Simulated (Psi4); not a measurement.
**revPBE/def2-SVP (core potential) run of SnGeH6 (SMILES [GeH3][SnH3])**

Aim: the energy change on altering one bond length of SnGeH6 at revPBE/def2-SVP (core potential), from 2 runs. 

The calculation is run with Psi4 1.11.

### Step 1. The system as given

SnGeH6 has 8 atoms, charge 0, and is taken as a singlet. As SMILES, `[GeH3][SnH3]`. Geometry: relaxed at PBE0-D4/def2-TZVP.

Bond lengths: Ge1–Sn2 2.595 Å, Ge1–H3 1.538 Å, Ge1–H4 1.538 Å, Ge1–H5 1.538 Å, Sn2–H6 1.707 Å, Sn2–H7 1.707 Å, Sn2–H8 1.707 Å. Some angles: Ge1–Sn2–H6 110.4°, Ge1–Sn2–H7 110.5°, Ge1–Sn2–H8 110.4°, Sn2–Ge1–H3 110.4°, Sn2–Ge1–H4 110.4°, Sn2–Ge1–H5 110.4°, H6–Sn2–H7 108.5°, H6–Sn2–H8 108.5°, H7–Sn2–H8 108.5°, H3–Ge1–H4 108.5°.

### Step 2. Energy and forces at revPBE/def2-SVP (core potential)

File geh6sn.dat:

```
memory 2200 mb

molecule system {
  0 1
  Ge
  Sn 1 r2
  H 1 r3 2 a3
  H 1 r4 3 a4 2 d4
  H 1 r5 4 a5 3 d5
  H 2 r6 1 a6 4 d6
  H 2 r7 6 a7 1 d7
  H 2 r8 7 a8 6 d8

  r2 = 2.595044
  r3 = 1.537592
  a3 = 110.42485
  r4 = 1.537559
  a4 = 108.49291
  d4 = 121.16591
  r5 = 1.537587
  a5 = 108.49129
  d5 = -117.67577
  r6 = 1.707334
  a6 = 110.40578
  d6 = -60.94657
  r7 = 1.707334
  a7 = 108.48995
  d7 = -121.17789
  r8 = 1.707328
  a8 = 108.48876
  d8 = 117.66768
  symmetry c1
  no_reorient
  no_com
}

set basis def2-SVP
set puream true
set e_convergence 1e-09
set d_convergence 1e-08
set scf_type pk
set dft_radial_points 99
set dft_spherical_points 590

e_tot, wfn = gradient("revpbe", return_wfn=True)
oeprop(wfn, "WIBERG_LOWDIN_INDICES", "QUADRUPOLE", "MAYER_INDICES")
```

Command:

```bash
psi4 geh6sn.dat geh6sn.out -n 1
```

geh6sn.out:

```text
[...]
    !!!  WARNING: ECP capability is in beta. Please check occupations closely.  !!!
[...]
  Running in c1 symmetry.
[...]
  Nuclear repulsion =  223.743507554451014
[...]
  Multiplicity = 1
[...]
  Nalpha       = 30
  Nbeta        = 30
[...]
    Number of basis functions: 88
[...]
   @RKS iter   1: -2292.79298899559217   -2.46075e+00   2.87948e-02 ADIIS/DIIS
[...]
   @RKS iter  12: -2294.49672611425194   -1.04592e-11   5.27171e-09 DIIS
[...]
    Orbital Energies [Eh]
    ---------------------
    Doubly Occupied:
       1A   -397.039969     2A    -49.151175     3A    -43.769849
       4A    -43.769423     5A    -43.769423     6A     -5.971919
       7A     -4.894007     8A     -4.187583     9A     -4.186393
      10A     -4.186392    11A     -3.274396    12A     -3.273502
      13A     -3.273502    14A     -1.090698    15A     -1.090697
      16A     -1.090108    17A     -1.088305    18A     -1.088305
      19A     -0.937297    20A     -0.937296    21A     -0.935711
      22A     -0.933017    23A     -0.933016    24A     -0.512863
      25A     -0.449960    26A     -0.311102    27A     -0.311095
      28A     -0.283803    29A     -0.283791    30A     -0.250337
[...]
  @RKS Final Energy: -2294.49672611425194
   => Energetics <=
    Nuclear Repulsion Energy =            223.7435075544510141
    One-Electron Energy =               -3720.3990388419342707
    Two-Electron Energy =                1301.3011302283980513
    DFT Exchange-Correlation Energy =     -99.1423250551663955
    Empirical Dispersion Energy =           0.0000000000000000
    VV10 Nonlocal Energy =                  0.0000000000000000
    Total Energy =                      -2294.4967261142519419
[...]
  -Total Gradient:
     Atom            X                  Y                   Z
    ------   -----------------  -----------------  -----------------
       1       -0.000021588194     0.000004689220     0.000381059467
       2        0.000011330310    -0.000005534683     0.000250786087
       3       -0.000005228292    -0.005068145635     0.002283165583
       4        0.004400617384     0.002531944267     0.002284428088
       5       -0.004386459735     0.002539517504     0.002288735364
       6        0.005276502188    -0.003154090984    -0.002504664212
       7        0.000095571479     0.006142683772    -0.002491191988
       8       -0.005370536792    -0.002990366193    -0.002493488477
[...]
 Multipole Moments:
 ------------------------------------------------------------------------------------
     Multipole            Electronic (a.u.)      Nuclear  (a.u.)        Total (a.u.)
 ------------------------------------------------------------------------------------
 L = 1.  Multiply by 2.5417464519 to convert [e a0] to [Debye]
 Dipole X            :          0.0007886           -0.0006615            0.0001271
 Dipole Y            :         -0.0017329            0.0014812           -0.0002517
 Dipole Z            :         58.0894936          -58.1299800           -0.0404864
 Magnitude           :                                                    0.0404873
 L = 2.  Multiply by 1.3450342976 to convert [e a0^2] to [Debye ang]
 Quadrupole XX       :        -59.9823959           24.8302495          -35.1521464
 Quadrupole XY       :          0.0003373           -0.0000333            0.0003040
[...]
```

It took 13 s on 1 thread of AMD EPYC 9R45 (Zen 5), shared host; peak memory 1.2 GiB.

### Step 3. The distorted shape: the energy at revPBE/def2-SVP (core potential)

File job.dat:

```
memory 2200 mb

molecule molecule1 {
  Ge    -1.006600     0.105576    -0.699873
  Sn     0.499000    -0.470524     1.333727
  H     -2.083300     1.127076    -0.298073
  H     -1.705900    -1.158824    -1.225573
  H      0.087500     0.886500    -2.179300
  H     -0.440100    -1.113024     2.606627
  H      1.678500    -1.624424     0.895227
  H      1.295400     0.928876     1.901527
  symmetry c1
  no_reorient
  no_com
}

set reference rks
set puream true
set e_convergence 1e-09
set d_convergence 1e-08
set scf_type pk
set dft_radial_points 99
set dft_spherical_points 590

e, wfn = energy("revpbe/def2-SVP", return_wfn=True)
oeprop(wfn, "MAYER_INDICES", "LOWDIN_CHARGES", "MULLIKEN_CHARGES")
```

Command:

```bash
psi4 -i job.dat -o job.out -n 1
```

job.out (excerpt; [...] marks lines left out):

```text
[...]
    !!!  WARNING: ECP capability is in beta. Please check occupations closely.  !!!
[...]
  Running in c1 symmetry.
[...]
  Nuclear repulsion =  220.817860951868454
[...]
  Multiplicity = 1
[...]
  Nalpha       = 30
  Nbeta        = 30
[...]
    Number of basis functions: 88
[...]
   @RKS iter   1: -2292.65535727731822   -2.48855e+00   2.89318e-02 DIIS/ADIIS
[...]
   @RKS iter  13: -2294.46538996803247   -8.18545e-12   5.89902e-09 DIIS
[...]
  @RKS Final Energy: -2294.46538996803247
   => Energetics <=
    Nuclear Repulsion Energy =            220.8178609518684539
    One-Electron Energy =               -3714.1696999475898338
    Two-Electron Energy =                1297.9569622767858164
    DFT Exchange-Correlation Energy =     -99.0705132490971181
    Empirical Dispersion Energy =           0.0000000000000000
    VV10 Nonlocal Energy =                  0.0000000000000000
    Total Energy =                      -2294.4653899680324685
[...]
 Multipole Moments:
 ------------------------------------------------------------------------------------
     Multipole            Electronic (a.u.)      Nuclear  (a.u.)        Total (a.u.)
 ------------------------------------------------------------------------------------
 L = 1.  Multiply by 2.5417464519 to convert [e a0] to [Debye]
 Dipole X            :         42.1990272          -42.3319439           -0.1329167
 Dipole Y            :         14.8624504          -14.9797003           -0.1172499
 Dipole Z            :        -16.1047673           16.3395037            0.2347365
 Magnitude           :                                                    0.2941353
[...]
  Mulliken Charges: (a.u.)
   Center  Symbol    Alpha    Beta     Spin     Total
       1    GE    15.94350 15.94350  0.00000  0.11300
       2    SN    10.87764 10.87764  0.00000  0.24471
       3     H     0.52131  0.52131  0.00000 -0.04262
       4     H     0.52130  0.52130  0.00000 -0.04261
       5     H     0.53508  0.53508  0.00000 -0.07016
       6     H     0.53450  0.53450  0.00000 -0.06900
       7     H     0.53335  0.53335  0.00000 -0.06670
       8     H     0.53332  0.53332  0.00000 -0.06663
   Total alpha = 30.00000, Total beta = 30.00000, Total charge = -0.00000
[...]
```

Run time: 9.3 s. Hardware: 1 thread of AMD EPYC 9R45 (Zen 5), shared host; peak memory 1.2 GiB.

### Step 4. Summary of results

Level: revPBE/def2-SVP (core potential).

```
                                                          quantity           value
                                         first shape: total energy  -2294.49673 Eh
                                        first shape: dipole moment          0.10 D
                                          first shape: HOMO energy        -6.81 eV
                                          first shape: LUMO energy        -0.63 eV
                                        first shape: HOMO–LUMO gap         6.18 eV
                             first shape: largest force on an atom      0.341 eV/Å
                                     distorted shape: total energy  -2294.46539 Eh
                                    distorted shape: dipole moment          0.75 D
                                      distorted shape: HOMO energy        -6.81 eV
                                      distorted shape: LUMO energy        -1.72 eV
                                    distorted shape: HOMO–LUMO gap         5.09 eV
energy change with the Ge1–H5 bond stretched from 1.538 to 1.999 Å        0.853 eV
```

With the Ge1–H5 bond stretched from 1.538 to 1.999 Å the energy rises by 0.85 eV (82.3 kJ/mol). The first shape isn't relaxed at this level, so the change isn't measured from a minimum. The largest force (first shape) is 0.34 eV/Å: the shape isn't a stationary point for this species at this level.
